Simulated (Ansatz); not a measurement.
**SbH2+ (singlet): from Hartree-Fock to the top rungs at a displaced geometry (v1), def2-TZVPP**

One table from this session's results is given with a row withheld; the runs are named, their logs left out.

Computed with Ansatz 0.2.0, Gaussian basis. Level: def2-TZVPP, core rule «outside noble gas», up to 9 orbitals frozen.

Plan: UHF; CCSD(T) on RHF; CCSD(T) on UHF; BCCD(T) on RHF; CCSDT(Q) on RHF; CCSDT(Q) on UHF; CASSCF and MRCISD+Q, 6 electrons in 6 orbitals; CASSCF and MRCISD+Q(relaxed), 6 electrons in 6 orbitals; CASSCF and NEVPT2, 6 electrons in 6 orbitals.

14 further runs of the same task are left out: 5 that didn't finish, 9 set aside as unsound or not needed. Runs told in other sessions of the task aren't counted.

**The system**

The geometry is a PBE0/def2-TZVP stationary point (not a proven minimum) with its atoms shifted at random (size 0.040 Å). No spin-orbit coupling is included. Elements past krypton take def2 core potentials.

3 atoms, charge 1, spin multiplicity 1.

Atoms are counted from 1 here; the program's logs count them from 0.

Bond lengths: Sb1–H2 1.705 Å, Sb1–H3 1.703 Å. Angles: H2–Sb1–H3 88.5°.

The first run:

in.yaml reads:

```yaml
crystal:
  periodic: [false, false, false]
  atoms:
    - {symbol: Sb, position_ang: [-0.000377, -0.019861, 0.000529]}
    - {symbol: H, position_ang: [-0.001210, 1.169963, -1.220873]}
    - {symbol: H, position_ang: [0.046754, 1.229292, 1.156993]}
basis:
  gaussian: {orbitals: def2-TZVPP}
total_charge: 1
magnetization: {spin_polarized: true, initial_magnetization: 0}
hamiltonian: {xc: hf}
output: {orbitals: {seedname: orbitals}}
```

Command:

```sh
> ansatz run in.yaml --threads 1 --pin off --events-out ev --progress --plain --max-ram 2393MiB
```

Among the steps run: UHF; CCSD(T) on RHF; CCSD(T) on UHF; BCCD(T) on RHF; CCSDT(Q) on RHF; CCSDT(Q) on UHF; CASSCF and MRCISD+Q, 6 electrons in 6 orbitals; CASSCF and MRCISD+Q(relaxed), 6 electrons in 6 orbitals; CASSCF and NEVPT2, 6 electrons in 6 orbitals.

One table of the session follows, with a row left open; its other results are not shown here.

It belongs to the step «Misses and costs». 

| method | from RCCSDT(Q) (kcal/mol) |
| --- | --- |
| RHF | +80.45 |
| UHF | +80.35 |
| RMP2 | +17.79 |
| RCCSD | +2.28 |
| RCCSD(T) | +0.43 |
| BCCD(T) | +0.43 |
| RCCSDT | +0.07 |
| RCCSDT(Q) | 0 |
| CASSCF valence | ? |
| NEVPT2 valence | +13.02 |
| MRCISD valence | +1.89 |
| MRCISD+Q valence | +0.03 |
| MRCISD+Q(relaxed) valence | -0.55 |

Estimate the missing values for CASSCF valence.

As computed: from RCCSDT(Q) (kcal/mol): +47.71. In the column «from RCCSDT(Q) (kcal/mol)» it lies between RMP2 (+17.79) and UHF (+80.35).

Not comparable, so not listed: CCSD(T) on UHF; CCSDT(Q) on UHF (they don't share determinant, frozen orbitals or solution with the rows shown, or repeat one).

To keep in mind: Warnings: restricted reference is unstable.
